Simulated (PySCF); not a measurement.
# C₄H₁₁ClSi₂: NMR shifts, electronic excitations and K edges in gas and solvents, part 2 of 2

PySCF 2.14.0. Atoms count from 0.

**5. Ultraviolet spectrum: wB97X-D/def2-SVPD**

The job: settings as JSON, then the geometry in Å.

```
{"job": {"kind": "uv", "xc": "wB97X-D", "basis": "def2-SVPD", "dynamic": true, "nstates": 6, "ntriplets": 0}, "charge": 0, "multiplicity": 1}
C     -1.145589     1.825201    -0.677290
Si    -0.396460     0.198756    -0.116764
C     -1.762653    -1.109000     0.026265
Cl    -1.036376    -2.674505     0.526941
C      1.065032    -0.450668    -1.143280
Si     2.055006    -0.563760     0.481730
C      0.644981     0.253415     1.471788
H     -1.638988     1.720534    -1.656330
H     -1.889303     2.189701     0.048967
H     -0.363371     2.594470    -0.772801
H     -2.511728    -0.836309     0.784926
H     -2.287169    -1.275546    -0.926271
H      0.899782    -1.402739    -1.668960
H      1.472481     0.281777    -1.858123
H      3.323104     0.233896     0.473344
H      2.367292    -1.959984     0.908576
H      0.256243    -0.327185     2.321423
H      0.882141     1.271666     1.818828
```

Level: TDDFT wB97X-D/def2-SVPD, vertical, gas phase, core orbitals frozen in the response.

The program printed:

```text
coarse grid: 16040 points
cycle   1  E = -1197.5708035600  dE =  5.715e-01  |g| = 4.235e-01  |ddm| = 5.406e+00
cycle   2  E = -1197.5944220969  dE = -2.362e-02  |g| = 3.312e-01  |ddm| = 1.222e+00
cycle   3  E = -1197.6228132512  dE = -2.839e-02  |g| = 4.089e-02  |ddm| = 5.182e-01
cycle   4  E = -1197.6233038215  dE = -4.906e-04  |g| = 1.805e-02  |ddm| = 1.111e-01
cycle   5  E = -1197.6233924878  dE = -8.867e-05  |g| = 3.148e-03  |ddm| = 4.124e-02
cycle   6  E = -1197.6233959152  dE = -3.427e-06  |g| = 1.099e-03  |ddm| = 9.637e-03
final grid: 139528 points
cycle   7  E = -1197.7794663835  dE = -9.519e-05  |g| = 5.403e-03  |ddm| = 1.494e-01
cycle   8  E = -1197.7794696896  dE = -3.306e-06  |g| = 4.262e-03  |ddm| = 2.433e-02
cycle   9  E = -1197.7794742821  dE = -4.592e-06  |g| = 5.272e-04  |ddm| = 6.729e-03
cycle  10  E = -1197.7794743699  dE = -8.782e-08  |g| = 2.296e-04  |ddm| = 1.849e-03
cycle  11  E = -1197.7794743858  dE = -1.593e-08  |g| = 4.486e-05  |ddm| = 5.089e-04
cycle  12  E = -1197.7794743866  dE = -8.331e-10  |g| = 1.467e-05  |ddm| = 1.262e-04
converged SCF energy = -1197.7794743866

Static polarisability (au): isotropic 110.003, principal 95.855 110.836 123.319

Singlet excitations
state   eV       nm        f      main configurations
  1   6.7109    184.8   0.01631   H->L 0.33, H-1->L 0.31, H-1->L+1 0.09
  2   6.9358    178.8   0.00464   H->L+2 0.79, H->L+1 0.09
  3   7.0272    176.4   0.00423   H->L+3 0.83
  4   7.2424    171.2   0.00303   H-3->L 0.32, H-4->L 0.16, H-2->L 0.12
  5   7.4091    167.3   0.06893   H->L 0.48, H->L+1 0.22, H-1->L 0.12
  6   7.5595    164.0   0.01141   H->L+1 0.41, H-1->L 0.21, H->L 0.10
```

It took 50 s on 1 thread of Intel Xeon Platinum 8559C, shared host; peak memory 1.1 GiB.

The orbitals next to the gap, with their largest atomic shares:

```csv
orbital,eV,atoms
HOMO−3,-10.45,"Cl3 44 %, C4 13 %, C6 13 %"
HOMO−2,-10.12,"C4 24 %, C6 23 %, Si1 13 %"
HOMO−1,-9.91,"Cl3 45 %, C0 13 %, C2 12 %"
HOMO,-9.29,"C6 18 %, C4 17 %, Si5 14 %"
LUMO,1.74,"Cl3 28 %, Si1 13 %, C2 13 %"
LUMO+1,2.10,"Cl3 23 %, Si5 18 %, Si1 9 %"
LUMO+2,2.13,"Si5 24 %, C6 12 %, C4 9 %"
```

With each of the 6 states as a Gaussian band of 0.4 eV half-width at 1/e, the curve within the window shown has maxima at 168 nm (ε 3,400) L/(mol cm). Beyond the last state computed it falls off for lack of states. The curve at chosen wavelengths:

nm, ε (L/mol/cm) and a bar:
```
      158       1063 #########
      160       1677 ##############
      162       2346 ####################
      163       2661 #######################
      165       3165 ############################
      167       3421 ##############################
      169       3396 ##############################
      171       3139 ###########################
      172       2954 ##########################
      174       2533 ######################
      176       2123 ##################
      178       1775 ###############
      180       1504 #############
      181       1393 ############
      183       1207 ##########
      185       1048 #########
      187        898 #######
      189        751 ######
      190        678 #####
      192        539 ####
      194        412 ###
      196        302 ##
      198        213 #
      199        177 #
      201        118 
      203         76
```

Ground-state properties from the same run:

```csv
property,computed
dipole moment (D),2.58
polarisability (Å³),16.30
HOMO–LUMO gap (eV),11.03
−ε(HOMO) (eV),9.29
C6 with itself (au),4667
```

**6. Ultraviolet spectrum: wB97X-D/def2-SVPD in cyclohexane**

The job, as its differences from that of step 5:

```diff
@@ -1,2 +1,2 @@
-{"job": {"kind": "uv", "xc": "wB97X-D", "basis": "def2-SVPD", "dynamic": true, "nstates": 6, "ntriplets": 0}, "charge": 0, "multiplicity": 1}
+{"job": {"kind": "uv", "xc": "wB97X-D", "basis": "def2-SVPD", "solvent": "cyclohexane", "nstates": 6, "ntriplets": 0}, "charge": 0, "multiplicity": 1}
 C     -1.145589     1.825201    -0.677290
```

Level: TDDFT wB97X-D/def2-SVPD, vertical, IEF-PCM cyclohexane (non-equilibrium linear response), core orbitals frozen in the response.

The program printed:

```text
coarse grid: 16040 points
cycle   1  E = -1197.5744242241  dE =  5.682e-01  |g| = 4.188e-01  |ddm| = 5.406e+00
cycle   2  E = -1197.5982156013  dE = -2.379e-02  |g| = 3.217e-01  |ddm| = 1.202e+00
cycle   3  E = -1197.6248791106  dE = -2.666e-02  |g| = 3.849e-02  |ddm| = 4.968e-01
cycle   4  E = -1197.6253317430  dE = -4.526e-04  |g| = 1.640e-02  |ddm| = 1.068e-01
cycle   5  E = -1197.6254052001  dE = -7.346e-05  |g| = 2.950e-03  |ddm| = 3.890e-02
cycle   6  E = -1197.6254082479  dE = -3.048e-06  |g| = 9.851e-04  |ddm| = 9.183e-03
final grid: 139528 points
cycle   7  E = -1197.7814793893  dE = -9.518e-05  |g| = 5.287e-03  |ddm| = 1.504e-01
cycle   8  E = -1197.7814828819  dE = -3.493e-06  |g| = 4.026e-03  |ddm| = 2.429e-02
cycle   9  E = -1197.7814869442  dE = -4.062e-06  |g| = 5.047e-04  |ddm| = 6.472e-03
cycle  10  E = -1197.7814870276  dE = -8.333e-08  |g| = 2.112e-04  |ddm| = 1.877e-03
cycle  11  E = -1197.7814870412  dE = -1.361e-08  |g| = 4.201e-05  |ddm| = 4.796e-04
cycle  12  E = -1197.7814870420  dE = -7.749e-10  |g| = 1.384e-05  |ddm| = 1.267e-04
converged SCF energy = -1197.7814870420

Static polarisability (au): isotropic 124.665, principal 109.120 124.731 140.145

Singlet excitations
state   eV       nm        f      main configurations
  1   6.7241    184.4   0.02187   H-1->L 0.37, H->L 0.35
  2   6.9106    179.4   0.00681   H->L+2 0.86
  3   7.0125    176.8   0.00558   H->L+3 0.85
  4   7.2818    170.3   0.00391   H-4->L 0.47, H-2->L 0.12, H-3->L 0.11
  5   7.4298    166.9   0.10948   H->L 0.38, H->L+1 0.34, H-1->L 0.11
  6   7.5342    164.6   0.02097   H->L+1 0.36, H-1->L 0.22, H->L 0.18
```

It took 43 s on 1 thread of Intel Xeon Platinum 8559C, shared host; peak memory 1.1 GiB.

In short: HOMO -9.23 eV, LUMO 1.84 eV; lowest singlet 6.72 eV.

**7. Ultraviolet spectrum: wB97X-D/def2-SVPD in methanol**

The job, as its differences from that of step 6:

```diff
@@ -1,2 +1,2 @@
-{"job": {"kind": "uv", "xc": "wB97X-D", "basis": "def2-SVPD", "solvent": "cyclohexane", "nstates": 6, "ntriplets": 0}, "charge": 0, "multiplicity": 1}
+{"job": {"kind": "uv", "xc": "wB97X-D", "basis": "def2-SVPD", "solvent": "methanol", "nstates": 6, "ntriplets": 0}, "charge": 0, "multiplicity": 1}
 C     -1.145589     1.825201    -0.677290
```

With the program's defaults for keys left out, this is: TDDFT wB97X-D/def2-SVPD, vertical, IEF-PCM methanol (non-equilibrium linear response), core orbitals frozen in the response.

The program printed:

```text
coarse grid: 16040 points
cycle   1  E = -1197.5793245055  dE =  5.636e-01  |g| = 4.139e-01  |ddm| = 5.406e+00
cycle   2  E = -1197.6032119499  dE = -2.389e-02  |g| = 3.117e-01  |ddm| = 1.190e+00
cycle   3  E = -1197.6281336634  dE = -2.492e-02  |g| = 3.611e-02  |ddm| = 4.773e-01
cycle   4  E = -1197.6285517251  dE = -4.181e-04  |g| = 1.469e-02  |ddm| = 1.031e-01
cycle   5  E = -1197.6286110872  dE = -5.936e-05  |g| = 2.729e-03  |ddm| = 3.766e-02
cycle   6  E = -1197.6286137579  dE = -2.671e-06  |g| = 8.581e-04  |ddm| = 8.738e-03
final grid: 139528 points
cycle   7  E = -1197.7846838958  dE = -9.499e-05  |g| = 5.130e-03  |ddm| = 1.519e-01
cycle   8  E = -1197.7846875500  dE = -3.654e-06  |g| = 3.741e-03  |ddm| = 2.434e-02
cycle   9  E = -1197.7846910271  dE = -3.477e-06  |g| = 4.793e-04  |ddm| = 6.209e-03
cycle  10  E = -1197.7846911072  dE = -8.002e-08  |g| = 1.875e-04  |ddm| = 1.980e-03
cycle  11  E = -1197.7846911182  dE = -1.102e-08  |g| = 4.021e-05  |ddm| = 4.570e-04
cycle  12  E = -1197.7846911190  dE = -7.726e-10  |g| = 1.302e-05  |ddm| = 1.364e-04
converged SCF energy = -1197.7846911190

Static polarisability (au): isotropic 153.143, principal 138.280 150.314 170.834

Singlet excitations
state   eV       nm        f      main configurations
  1   6.7525    183.6   0.02211   H-1->L 0.43, H->L 0.38
  2   6.8853    180.1   0.00645   H->L+1 0.88
  3   7.0152    176.7   0.00386   H->L+3 0.85
  4   7.3532    168.6   0.00414   H-4->L 0.66, H-2->L 0.13
  5   7.4893    165.5   0.04845   H->L+2 0.75
  6   7.5092    165.1   0.08084   H->L 0.50, H-1->L 0.34
```

Run time: 42 s. Hardware: 1 thread of Intel Xeon Platinum 8559C, shared host; peak memory 1.2 GiB.

In short: HOMO -9.17 eV, LUMO 1.89 eV; lowest singlet 6.75 eV.

**8. K-edge absorption: BHandHLYP/def2-SVPD+aug-pcX-1+pcseg-1**

The job, as its differences from that of step 7:

```diff
@@ -1,2 +1,2 @@
-{"job": {"kind": "uv", "xc": "wB97X-D", "basis": "def2-SVPD", "solvent": "methanol", "nstates": 6, "ntriplets": 0}, "charge": 0, "multiplicity": 1}
+{"job": {"kind": "xas", "xc": "BHandHLYP", "basis": {"default": "aug-pcX-1", "H": "pcseg-1", "Si": "def2-SVPD", "Cl": "def2-SVPD"}}, "charge": 0, "multiplicity": 1}
 C     -1.145589     1.825201    -0.677290
```

With the program's defaults for keys left out, this is: core-valence-separated TDA BHandHLYP/aug-pcX-1 H:pcseg-1 Si:def2-SVPD Cl:def2-SVPD, K edges, non-relativistic, gas phase.

The program printed:

```text
coarse grid: 16040 points
cycle   1  E = -1197.6442576144  dE =  5.444e-01  |g| = 4.545e-01  |ddm| = 5.256e+00
cycle   2  E = -1197.6676193811  dE = -2.336e-02  |g| = 3.644e-01  |ddm| = 1.156e+00
cycle   3  E = -1197.7014471689  dE = -3.383e-02  |g| = 5.320e-02  |ddm| = 5.227e-01
cycle   4  E = -1197.7021536559  dE = -7.065e-04  |g| = 2.223e-02  |ddm| = 1.310e-01
cycle   5  E = -1197.7022755763  dE = -1.219e-04  |g| = 3.270e-03  |ddm| = 3.187e-02
cycle   6  E = -1197.7022785765  dE = -3.000e-06  |g| = 1.216e-03  |ddm| = 7.832e-03
final grid: 139528 points
cycle   7  E = -1197.8080061647  dE = -5.104e-05  |g| = 3.950e-03  |ddm| = 4.447e-02
cycle   8  E = -1197.8080064973  dE = -3.326e-07  |g| = 3.713e-03  |ddm| = 1.063e-02
cycle   9  E = -1197.8080100561  dE = -3.559e-06  |g| = 2.255e-04  |ddm| = 5.073e-03
cycle  10  E = -1197.8080100671  dE = -1.102e-08  |g| = 1.495e-04  |ddm| = 6.173e-04
cycle  11  E = -1197.8080100731  dE = -5.962e-09  |g| = 1.900e-05  |ddm| = 2.128e-04
cycle  12  E = -1197.8080100732  dE = -1.464e-10  |g| = 8.905e-06  |ddm| = 5.994e-05
converged SCF energy = -1197.8080100732

C K edge
   eV          f      from atoms
  284.324   0.06233   C2
  284.742   0.00247   C6
  284.744   0.00246   C4
  284.849   0.00271   C6 C4
  284.852   0.01275   C4 C6
  284.984   0.00264   C0
  285.274   0.01692   C4 C6
  285.276   0.01864   C6 C4
  285.669   0.00049   C6 C4
  285.671   0.00040   C4 C6
  285.823   0.03091   C0
  285.884   0.03158   C0
  285.891   0.00394   C4 C6
  285.893   0.03593   C6 C4
  286.072   0.02410   C6
  286.089   0.02821   C4
  286.274   0.01251   C0
  286.300   0.00934   C4
  286.311   0.00877   C6
  286.369   0.00057   C0
```

Run time: 24 s. Hardware: 1 thread of Intel Xeon Platinum 8559C, shared host; peak memory 1.1 GiB.

**9. Comparing the runs: NMR shifts**

Shifts (ppm) of some atoms, chosen among heavy atoms and hydrogens apart, means over like atoms, with basis size and wall time:

```csv
run,C2,C0,C4,H15,H10,Si1,Si5,functions,time
PBE0/pcSseg-1 in cyclohexane,37.4,1.3,-5.3,4.78,2.85,19.2,-40.0,195,29 s
PBE0/pcSseg-1 in methanol,38.8,1.4,-5.0,4.64,3.06,20.2,-40.2,195,26 s
```

The continuum's effect on the ground state:

```csv
solvent,ε,polarisation energy (Eh),μ (D)
cyclohexane,2.02,-0.0021,2.96
methanol,32.61,-0.0062,3.60
```

**10. Run by run: electronic excitations**

Excitations and ground-state properties, with basis size and wall time:

```csv
run,lowest singlet (eV),brightest (eV),f,gap (eV),α (Å³),μ (D),functions,time
wB97X-D/def2-SVPD,6.71,7.41,0.069,11.03,16.30,2.58,243,50 s
wB97X-D/def2-SVPD in cyclohexane,6.72,7.43,0.109,11.06,18.47,2.98,243,43 s
wB97X-D/def2-SVPD in methanol,6.75,7.51,0.081,11.07,22.69,3.70,243,42 s
```

The continuum's effect on the ground state:

```csv
solvent,ε,polarisation energy (Eh),μ (D)
cyclohexane,2.02,-0.0022,2.98
methanol,32.61,-0.0064,3.70
```

**11. Outcome**

The summary covers parts 1 to 2.

| quantity | value |
| --- | --- |
| rotational constants (main isotopes) | 1.65, 1.29, 0.89 GHz |
| 13C shifts against TMS (PBE0/pcSseg-1, cyclohexane, means over atoms taken as alike) | 37.4, 1.3, -5.3 ppm |
| 1H shifts against TMS (PBE0/pcSseg-1, cyclohexane, means over atoms taken as alike) | 4.82, 4.78, 2.85, 0.58, 0.32, 0.30 ppm |
| 29Si shifts against TMS (PBE0/pcSseg-1, cyclohexane) | 19.2, -40.0 ppm |
| shieldings of Cl (PBE0/pcSseg-1, cyclohexane) | Cl3 942.1 ppm |
| lowest singlet (wB97X-D/def2-SVPD) | 6.71 eV (185 nm), f = 0.016 |
| brightest single state of those computed | state 5, 7.41 eV, f = 0.069 |
| C K edge | first line 284.32 eV, strongest 284.32 eV (f = 0.062) |
| range of the shift of C2 | 37.4 to 38.8 ppm |
| range of the lowest singlet | 6.71 to 6.75 eV |

The optimisation took 5 steps and gained 0.208 eV; among the close pairs (by a distance rule), Si5–H14 changed most, from 1.457 to 1.498 Å. C2 (sp3 CH2 bonded to Cl and Si) lies farthest downfield among carbon, at 37.4 ppm; pulled downfield by the heteroatom. At PBE0/pcSseg-1: Shielding is most anisotropic at Cl3 (span 250 ppm, paramagnetic term -206 ppm). The first singlet state (HOMO→LUMO 0.33, HOMO−1→LUMO 0.31) lies at 6.71 eV and is weak; of the 6 states computed, the strongest absorption comes from state 5 at 7.41 eV. At the C edge the strongest single line lifts a 1s electron of C2 into several orbitals, led by LUMO+2 (weight 0.19), and it is the first line. Absolute edge energies from this method are off by several eV; spacings are better. Among the atoms with a shift in every run: Across the 2 runs the shift of C2 moves most, between 37.4 (PBE0/pcSseg-1 in cyclohexane) and 38.8 ppm (PBE0/pcSseg-1 in methanol). Part of that comes from the computed reference. The continuum holds electrostatics alone: no hydrogen bonds to the solvent, and the gas-phase geometry is kept. The lowest singlet runs from 6.71 eV (wB97X-D/def2-SVPD) to 6.75 eV (wB97X-D/def2-SVPD in methanol), while the orbital gap spans 11.03 to 11.07 eV. The lowest state need not be the same one in every run.
